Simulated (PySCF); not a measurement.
# WBr: bond curves at several levels of theory

One job finds the state of WBr, follows it along the bond with each method and fits the curves.

Program: PySCF 2.14.0. Level of theory: W def2-TZVPP with ECP60, Br def2-TZVPP, scalar-relativistic core potentials. These are calculated values, not measurements.

## Step 1: Set-up

Settings of the job:

| Property | Result |
| --- | --- |
| atoms | W, Br |
| charge | 0 |
| basis | W def2-TZVPP with ECP60, Br def2-TZVPP |
| Hamiltonian | scalar-relativistic core potentials |
| basis functions | 104 |
| electrons treated | 49 |
| masses in u | 183.9509, 78.9183 |
| levels | PBE0, PBE, r²SCAN, MN15, BP86, TPSS, PBEsol, ωB97X, HF, MP2, SCS-MP2 |
| grid | 80 radial by 434 angular points |
| occupations | held fixed by the projection of orbital angular momentum |
| dissociation limit | W + Br, each in its ground configuration |
| starting distance in angstrom | 2.400 |
| values of 2S to try | 1, 3, 5, 7 |

Launch:

```console
$ OMP_NUM_THREADS=2 python dia.py task.json out
```

The runs that follow: First curve: PBE0; Other states along the same grid; PBE (GGA); r²SCAN (meta-GGA); MN15 (hybrid meta-GGA); BP86 (GGA); TPSS; PBEsol (GGA); ωB97X (range-separated hybrid); UHF (mean field).

Q: Predict the outcome of this session. Wanted: for each run, Re; ωe; De; μ.

The runs gave:

Lowest PBE0 solution found, without spin–orbit coupling: ⁶Σ⁺ (sextet), unpaired electrons σ ↑, π ↑↑, δ ↑↑. State 2 has its PBE0 minimum 1.05 eV higher. State 3 has its PBE0 minimum 1.17 eV higher. State 4 has its PBE0 minimum 1.30 eV higher. The other levels ran on the lowest alone.

| level | Re (Å) | ωe (cm⁻¹) | De (eV) | μ (D) |
| --- | --- | --- | --- | --- |
| UHF | 2.507 | 238.4 | 3.52 | -4.56 |
| UHF-MP2 | 2.404 | 271.2 | 4.20 | n/a |
| UHF-SCS-MP2 | 2.424 | 263.2 | 3.74 | n/a |
| PBE | 2.425 | 253.9 | 4.28 | -2.84 |
| PBEsol | 2.401 | 263.3 | 4.60 | -2.74 |
| BP86 | 2.427 | 253.0 | 4.15 | -2.83 |
| TPSS | 2.433 | 252.5 | 4.24 | -3.07 |
| r²SCAN | 2.429 | 254.9 | 4.38 | -3.24 |
| PBE0 | 2.423 | 258.6 | 4.26 | -3.38 |
| MN15 | 2.409 | 265.1 | 3.76 | -3.49 |
| ωB97X | 2.431 | 258.4 | 3.28 | -3.75 |

De is counted to W + Br in their ground configurations. A positive dipole means W(−)Br(+).

What this shows: The methods spread over 0.107 Å in bond length, from PBEsol to UHF. Among the levels with a De in the table, it runs from 3.28 eV (ωB97X) to 4.60 eV (PBEsol).

Correlated steps freeze 9 core orbitals. Spin–orbit coupling is left out, which matters for elements this heavy, above all for dissociation energies. With d or f electrons several states lie close, and the lowest PBE0 determinant need not be the measured ground state. With spin–orbit coupling the term label itself may not hold.
